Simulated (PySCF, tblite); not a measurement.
# CH10N2Si2: geometry, infrared bands and NMR shifts

Aim: predict the infrared bands and NMR shifts of CH10N2Si2 (`CN([SiH3])[SiH2]N`).

Programs: tblite 0.8.0 and PySCF 2.14.0, with density-fitted response routines of our own. Each step states its level of theory. These are calculated values for one molecule in the gas phase, unless marked as measured. Atoms count from 0, in the outputs and in this text.

## 1. The molecule as given

15 atoms, charge 0, multiplicity 1; geometry from: force field or distance geometry start.

Bonds of the start (Å): C0–N1 1.44, N1–Si2 1.79, N1–Si3 1.78, Si3–N4 1.80, C0–H5 1.12, C0–H6 1.12, C0–H7 1.09, Si2–H8 1.47, Si2–H9 1.47, Si2–H10 1.45, Si3–H11 1.47, Si3–H12 1.48, N4–H13 1.06, N4–H14 1.05.

## 2. Geometry optimisation with GFN2-xTB

What the job is given:

```
{"job": {"kind": "relax", "xc": "GFN2-xTB", "basis": "xTB"}, "charge": 0, "multiplicity": 1}
C     -1.138500    -1.148300     0.115800
N     -0.439500    -0.139900    -0.632700
Si    -1.418400     1.347900    -0.475700
Si     1.187600     0.221400    -0.006300
N      2.317000    -1.176700    -0.171500
H     -1.665000    -0.621600     0.954700
H     -1.971000    -1.528300    -0.538000
H     -0.543800    -2.001700     0.442200
H     -2.773800     0.973500    -0.055300
H     -1.440100     2.009100    -1.788400
H     -0.793000     2.145900     0.563600
H      1.734500     1.269100    -0.873400
H      1.194000     0.766800     1.364700
H      2.526300    -1.228900    -1.213600
H      3.219100    -0.880200     0.280800
```

Command:

```sh
OMP_NUM_THREADS=1 python probes_run.py task.json out
```

One launch serves the whole session: the jobs run in the order shown.

**Question.** This job is followed by: GFN2-xTB harmonic vibrations, gas phase; GIAO PBE0/pcSseg-1 NMR shielding, non-relativistic, gas phase. What will the session give for the following? strongest single infrared mode (GFN2-xTB); zero-point energy (GFN2-xTB); 13C shifts against TMS (PBE0/pcSseg-1); 1H shifts against TMS (PBE0/pcSseg-1, means over atoms taken as alike); 15N shifts against NH3 (PBE0/pcSseg-1); 29Si shifts against TMS (PBE0/pcSseg-1).

As calculated:

| quantity | value |
| --- | --- |
| strongest single infrared mode (GFN2-xTB) | 2204 cm⁻¹, 584 km/mol |
| zero-point energy (GFN2-xTB) | 68.4 kcal/mol |
| 13C shifts against TMS (PBE0/pcSseg-1) | 32.9 ppm |
| 1H shifts against TMS (PBE0/pcSseg-1, means over atoms taken as alike) | 5.04, 4.66, 2.99, -0.05 ppm |
| 15N shifts against NH3 (PBE0/pcSseg-1) | 14.4, 13.2 ppm |
| 29Si shifts against TMS (PBE0/pcSseg-1) | -30.8, -48.9 ppm |

**Reading.** Over 156 steps the energy fell by 1.016 eV; of the close pairs, Si3–N4 changed most, 1.805 to 1.726 Å. All 39 modes are real, so the xTB geometry is a minimum. The strongest single mode, at 2204 cm⁻¹, moves mainly H12 and H8. Unscaled tight-binding wavenumbers are off by several per cent, some by more. Its intensities can rank the bands wrongly. At PBE0/pcSseg-1: Shielding is most anisotropic at Si2 (span 134 ppm, paramagnetic term -483 ppm).
